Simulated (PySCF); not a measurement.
# One shape, several levels: CH5BFN (SMILES CB(N)F)

We compute a comparison of 6 runs (B3LYP/6-31G*, B3LYP/cc-pVDZ, M06-2X/cc-pVDZ, PBE/cc-pVDZ, revPBE/cc-pVDZ, SCS-MP2/cc-pVDZ) of CH5BFN. Input form: a Python script.

The calculation is run with PySCF 2.14.0.

3 further runs of the same task are left out: 3 set aside as unsound or not needed.

### 1 The molecule

CH5BFN: 9 atoms, total charge 0, spin state singlet. SMILES: `CB(N)F`. The coordinates come from a PBE0-D4/def2-TZVP relaxation.

Bond lengths: C1–B2 1.566 Å, B2–N3 1.396 Å, B2–F4 1.347 Å, C1–H5 1.094 Å, C1–H6 1.091 Å, C1–H7 1.094 Å, N3–H8 1.006 Å, N3–H9 1.003 Å. Some angles: C1–B2–N3 124.5°, C1–B2–F4 118.6°, N3–B2–F4 116.9°, B2–C1–H5 110.2°, B2–C1–H6 113.8°, B2–C1–H7 110.2°, B2–N3–H8 122.4°, B2–N3–H9 123.0°, H5–C1–H6 108.1°, H5–C1–H7 106.2°.

### 2 The energy at B3LYP/6-31G(d) (spherical functions) (run 1)

File input.py:

```python
from pyscf import gto, dft

molecule = gto.M(
    atom='''
C     -0.809559     1.823019    -1.018562
B      0.185571    -0.911415    -0.475077
N      1.032168    -1.753855     1.878010
F      0.242830    -2.590626    -2.388236
H      0.333726     2.718182    -2.490848
H     -0.801244     3.054364     0.636082
H     -2.740859     1.746674    -1.753666
H      1.660502    -3.524717     2.161280
H      1.064105    -0.649121     3.418515
''',
    basis='6-31g*',
    verbose=3,
    max_memory=1860,
    unit='bohr',
    spin=0,
    charge=0,
)

calc0 = dft.RKS(molecule)
calc0.xc = 'b3lyp'
calc0.grids.level = 5
calc0.conv_tol = 1e-10
calc0.kernel()
if not calc0.converged:
    calc0 = calc0.newton().run(calc0.mo_coeff, calc0.mo_occ)

e_final = calc0.e_tot
print('E = %.10f Eh' % e_final)
```

On the command line:

```sh
$ OMP_NUM_THREADS=1 python input.py
```

Output:

```text
converged SCF energy = -220.673716069323
E = -220.6737160693 Eh
```

Wall time 12 s (1 thread of Arm Neoverse V2, shared host); peak memory 0.34 GiB.

### 3 A single-point energy at B3LYP/cc-pVDZ (run 2)

File run.py:

```python
# CB(N)F
from pyscf import gto, dft

molecule = gto.M(
    atom='''
C     -0.809559     1.823019    -1.018562
B      0.185571    -0.911415    -0.475077
N      1.032168    -1.753855     1.878010
F      0.242830    -2.590626    -2.388236
H      0.333726     2.718182    -2.490848
H     -0.801244     3.054364     0.636082
H     -2.740859     1.746674    -1.753666
H      1.660502    -3.524717     2.161280
H      1.064105    -0.649121     3.418515
''',
    spin=0,
    charge=0,
    verbose=3,
    max_memory=1860,
    basis='cc-pvdz',
    unit='bohr',
)

mf = dft.RKS(molecule)
mf.xc = 'b3lyp'
mf.grids.level = 5
mf.conv_tol = 1e-10
mf.kernel()
if not mf.converged:
    mf = mf.newton().run(mf.mo_coeff, mf.mo_occ)

energy = mf.e_tot
print('E(%s) = %.9f' % ('B3LYP', energy))
```

On the command line:

```sh
$ OMP_NUM_THREADS=1 python run.py
```

Output:

```text
converged SCF energy = -220.691949898619
E(B3LYP) = -220.691949899
```

It took 15 s on 1 thread of Arm Neoverse V2, shared host; peak memory 0.4 GiB.

Run 3 isn't shown in full; the table further down has it.

### 4 The energy at PBE/cc-pVDZ (run 4)

File job.py:

```python
# CB(N)F
from pyscf import gto, dft

molecule = gto.M(
    atom=[
    ('C', (-0.428400, 0.964700, -0.539000)),
    ('B', (0.098200, -0.482300, -0.251400)),
    ('N', (0.546200, -0.928100, 0.993800)),
    ('F', (0.128500, -1.370900, -1.263800)),
    ('H', (0.176600, 1.438400, -1.318100)),
    ('H', (-0.424000, 1.616300, 0.336600)),
    ('H', (-1.450400, 0.924300, -0.928000)),
    ('H', (0.878700, -1.865200, 1.143700)),
    ('H', (0.563100, -0.343500, 1.809000)),
],
    max_memory=1860,
    verbose=3,
    charge=0,
    basis='cc-pvdz',
)

mf = dft.RKS(molecule, xc='pbe')
mf.conv_tol = 1e-10
mf.grids.level = 5
mf.kernel()
if not mf.converged:
    mf = mf.newton().run(mf.mo_coeff, mf.mo_occ)

e_final = mf.e_tot
print('E = %.10f Eh' % e_final)
```

On the command line:

```sh
$ OMP_NUM_THREADS=1 python job.py
```

Output:

```text
converged SCF energy = -220.418428849186
E = -220.4184288492 Eh
```

It took 15 s on 1 thread of Arm Neoverse V2, shared host; peak memory 0.4 GiB.

Run 5 isn't shown in full; the table further down has it.

### 5 The energy at SCS-MP2/cc-pVDZ (run 6)

File run.py:

```python
from pyscf import gto, mp

system = gto.Mole()
system.atom = '''
C   -0.428400   0.964700  -0.539000
B    0.098200  -0.482300  -0.251400
N    0.546200  -0.928100   0.993800
F    0.128500  -1.370900  -1.263800
H    0.176600   1.438400  -1.318100
H   -0.424000   1.616300   0.336600
H   -1.450400   0.924300  -0.928000
H    0.878700  -1.865200   1.143700
H    0.563100  -0.343500   1.809000
'''
system.basis = 'cc-pvdz'
system.max_memory = 1860
system.verbose = 3
system.charge = 0
system.build()

calc0 = system.RHF()
calc0.conv_tol = 1e-10
calc0.kernel()
if not calc0.converged:
    calc0 = calc0.newton().run(calc0.mo_coeff, calc0.mo_occ)

pt = mp.MP2(calc0, frozen=4).run()
energy = calc0.e_tot + 1.2 * pt.e_corr_os + pt.e_corr_ss / 3
print('E(%s) = %.9f' % ('SCS-MP2', energy))
```

On the command line:

```sh
$ OMP_NUM_THREADS=1 python run.py
```

Output:

```text
converged SCF energy = -219.488188140418
E(RMP2) = -220.072117831769  E_corr = -0.583929691350546
E(SCS-RMP2) = -220.062324831067  E_corr = -0.574136690648795
E(SCS-MP2) = -220.062324831
```

It took 1.4 s on 1 thread of Arm Neoverse V2, shared host; peak memory 0.18 GiB.

### 6 The series

| run | level | integration grid | frozen core orbitals | energy (Eh) | dipole moment (D) of the reference | HOMO energy (eV) | LUMO energy (eV) | wall time |
| --- | --- | --- | --- | --- | --- | --- | --- | --- |
| 1 | B3LYP/6-31G* (spherical functions) | 5 | – | -220.673716 | 2.11 | -7.54 | 1.87 | 12 s |
| 2 | B3LYP/cc-pVDZ | 5 | – | -220.691950 | 2.23 | -7.69 | 1.47 | 15 s |
| 3 | M06-2X/cc-pVDZ | 5 | – | -220.601240 | 2.26 | -9.42 | 2.65 | 31 s |
| 4 | PBE/cc-pVDZ | 5 | – | -220.418429 | 2.19 | -6.45 | 0.85 | 15 s |
| 5 | revPBE/cc-pVDZ | 5 | – | -220.609760 | 2.17 | -6.41 | 0.93 | 16 s |
| 6 | SCS-MP2/cc-pVDZ | – | 4 | -220.062325 | 2.33 | -11.67 | 4.87 | 1.4 s |

### 7 Outcome

| quantity | value |
| --- | --- |
| run 6: total energy | -220.06232 Eh |
| run 6: dipole moment (Hartree–Fock density) | 2.33 D |
| run 6: HOMO energy (Hartree–Fock orbitals) | -11.67 eV |
| run 6: LUMO energy (Hartree–Fock orbitals) | 4.87 eV |
| run 6: HOMO–LUMO gap (Hartree–Fock orbitals) | 16.54 eV |
| run 6: correlation energy (4 core orbitals frozen) | -574.1 mEh |

Over runs 1, 2, 3, 4, 5 the dipole moment (its size) runs from 2.11 D (B3LYP/6-31G*) to 2.26 D (M06-2X/cc-pVDZ). The two ends differ in method and basis. Over runs 1, 2, 3, 4, 5 the HOMO–LUMO gap runs from 7.30 eV (PBE/cc-pVDZ) to 12.07 eV (M06-2X/cc-pVDZ). Totals of different functionals can't be ranked against each other. All runs together took 89 s, the longest 31 s.
